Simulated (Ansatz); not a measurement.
# CHGeSi (quartet): wave-function methods side by side at a displaced geometry (v1), cc-pVDZ

One table from this session's results is given with a row withheld; the runs are named, their logs left out.

Program: Ansatz 0.2.0, Gaussian basis. Level of theory: cc-pVDZ, core rule «outside noble gas», up to 20 orbitals frozen. These are calculated values, not measurements.

Plan: UHF; CCSD(T) on ROHF; CCSD(T) on UHF; BCCD(T) on ROHF; CISD; CCSDT(Q) on ROHF; CCSDT(Q) on UHF.

25 further runs of the same task are left out: 11 that didn't finish, 14 set aside as unsound or not needed.

## The system

The geometry is a PBE0/def2-TZVP stationary point (not a proven minimum) with its atoms shifted at random (size 0.040 Å). No spin-orbit coupling is included. The filled d shell of Ge may be among the frozen orbitals whatever the setting's name suggests; the logs give the count.

4 atoms, charge 0, spin multiplicity 4.

Atoms are counted from 1 here; the program's logs count them from 0.

Bond lengths: C1–Ge2 2.070 Å, C1–Si3 1.805 Å, C1–H4 1.105 Å, Ge2–Si3 2.444 Å. Angles: Ge2–C1–Si3 77.9°, Ge2–C1–H4 131.2°, Si3–C1–H4 150.9°, C1–Ge2–Si3 46.2°, C1–Si3–Ge2 55.9°.

The first run:

in.yaml

```yaml
crystal:
  periodic: [false, false, false]
  atoms:
    - {symbol: C, position_ang: [-0.010612, -1.167411, -0.898119]}
    - {symbol: Ge, position_ang: [-0.011445, 0.035277, 0.786562]}
    - {symbol: Si, position_ang: [0.036519, 0.489292, -1.614079]}
    - {symbol: H, position_ang: [-0.066258, -2.265081, -1.008572]}
basis:
  gaussian: {orbitals: cc-pVDZ}
magnetization: {spin_polarized: true, initial_magnetization: 3}
hamiltonian: {xc: hf}
output: {orbitals: {seedname: orbitals}}
```

Command:

```bash
$ ansatz run in.yaml --threads 1 --pin off --events-out ev --progress --plain --max-ram 2393MiB
```

Steps of the session up to this table: UHF; CCSD(T) on ROHF; CCSD(T) on UHF; BCCD(T) on ROHF; CISD; CCSDT(Q) on ROHF; CCSDT(Q) on UHF.

One of the session's tables, all rows but one given; the rest of the session is left out.

| method | from RCCSDT(Q) (kcal/mol) |
| --- | --- |
| ROHF | +205.03 |
| UHF | +195.12 |
| RMP2 | +30.95 |
| UMP2 | +41.13 |
| CISD | +34.03 |
| RCCSD | +12.98 |
| UCCSD | +12.67 |
| RCCSD(T) | ? |
| UCCSD(T) | +2.76 |
| BCCD(T) | +2.03 |
| RCCSDT | +1.21 |
| UCCSDT | +0.97 |
| RCCSDT(Q) | 0 |
| UCCSDT(Q) | -0.30 |

**Question.** Estimate the row for RCCSD(T).

**Answer.** from RCCSDT(Q) (kcal/mol): +2.07. In the column «from RCCSDT(Q) (kcal/mol)» it lies between BCCD(T) (+2.03) and UCCSD(T) (+2.76).

Limits of these values: Restricted and unrestricted rows rest on different reference determinants; where their highest levels disagree by more than a few hundredths of an eV, they describe different states and don't form one ladder.
